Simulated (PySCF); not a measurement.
# How the numerical set-up moves the result for SbN2⁻

The method stays; parts of the set-up, such as the basis or the Hamiltonian, are changed.

Program: PySCF 2.14.0. Level of theory: method and basis as typed in the scripts. These are calculated values, not measurements.

3 further runs of the same task are left out: 1 for a known fault of the program, 2 that didn't finish.

## Step 1: Starting geometry

SbN2⁻: 3 atoms, charge -1, spin multiplicity 1.

Bond lengths: Sb1–N2 1.806 Å, Sb1–N3 1.806 Å. Angles: N2–Sb1–N3 180.0°.

Coordinates:

```xyz
3

Sb    0.0000    0.0000    0.0000
N     0.0000    0.0000    1.8065
N     0.0000    0.0000   -1.8065
```

## Step 2: Base script

input.py

```python
from pyscf import gto, scf, mp

mol = gto.M(
    atom='Sb 0 0 0; N 0 0 1.8065; N 0 0 -1.8065',
    basis='x2c-svpall',
    charge=-1,
    spin=0,
    verbose=4,
)
mf = scf.RHF(mol)
mf = mf.sfx2c1e()
mf.kernel()
mp.MP2(mf, frozen=20).kernel()
mf.dip_moment()
print('orbital energies (hartree):', mf.mo_energy[..., max(0, mol.nelec[1]-3):mol.nelec[0]+3].round(4))
```

Command:

```sh
OMP_NUM_THREADS=1 python input.py
```

The log of this run is left out.

It gives: E(SCF) = -6585.956282 Eh, 9 cycles, E(MP2) − E(SCF) = -0.54451 Eh.

The dipole of an ion depends on the origin.

## Step 3: Sbkjc (core potential on, X2C off)

Edit 1 changes basis set: x2c-svpall → sbkjc; core potential: off → on; spin-free X2C: on → off; frozen orbitals: 20 → none. The core potential changes with it: totals don't compare.

input.py

```python
from pyscf import gto, scf, mp

mol = gto.M(
    atom='Sb 0 0 0; N 0 0 1.8065; N 0 0 -1.8065',
    basis='sbkjc',
    ecp={'Sb': 'sbkjc', 'N': 'sbkjc'},
    charge=-1,
    spin=0,
    verbose=4,
)
mf = scf.RHF(mol)
mf.kernel()
mp.MP2(mf).kernel()
mf.dip_moment()
print('orbital energies (hartree):', mf.mo_energy[..., max(0, mol.nelec[1]-3):mol.nelec[0]+3].round(4))
```

Command:

```sh
OMP_NUM_THREADS=1 python input.py
```

## Step 4: Jorge-dzp (X2C off)

Edit 2 changes basis set: x2c-svpall → jorge-dzp; spin-free X2C: on → off.

input.py, as its differences from that of step 2:

```diff
@@ -4,3 +4,3 @@
     atom='Sb 0 0 0; N 0 0 1.8065; N 0 0 -1.8065',
-    basis='x2c-svpall',
+    basis='jorge-dzp',
     charge=-1,
@@ -10,3 +10,2 @@
 mf = scf.RHF(mol)
-mf = mf.sfx2c1e()
 mf.kernel()
```

## Step 5: Crenbl (core potential on, X2C off)

Edit 3 changes basis set: x2c-svpall → crenbl; core potential: off → on; spin-free X2C: on → off; frozen orbitals: 20 → none. The core potential changes with it: totals don't compare.

input.py

```python
from pyscf import gto, scf, mp

mol = gto.M(
    atom='Sb 0 0 0; N 0 0 1.8065; N 0 0 -1.8065',
    basis='crenbl',
    ecp={'Sb': 'crenbl', 'N': 'crenbl'},
    charge=-1,
    spin=0,
    verbose=4,
)
mf = scf.RHF(mol)
mf.kernel()
mp.MP2(mf).kernel()
mf.dip_moment()
print('orbital energies (hartree):', mf.mo_energy[..., max(0, mol.nelec[1]-3):mol.nelec[0]+3].round(4))
```

What does the calculation give? Wanted: for each run, E(SCF); from base; gap; after the SCF.

The runs gave:

| run | E(SCF) (hartree) | from base (eV) | cycles | gap (eV) | functions | after the SCF |
| --- | --- | --- | --- | --- | --- | --- |
| base | -6585.956282 | 0 | 9 | 10.20 | 64 | MP2 correlation -14.817 eV, core frozen |
| sbkjc (core potential on, X2C off) | -24.329326 | not comparable | 9 | 9.18 | 24 | MP2 correlation -10.523 eV |
| jorge-dzp (X2C off) | -6412.418566 | not comparable | 10 | 9.90 | 78 | MP2 correlation -22.993 eV, core frozen |
| crenbl (core potential on, X2C off) | -99.668936 | not comparable | 10 | 10.32 | 64 | MP2 correlation -16.695 eV |

What this shows: Total energies from different bases, Hamiltonians or methods carry different errors, so properties are taken as differences within one set-up.
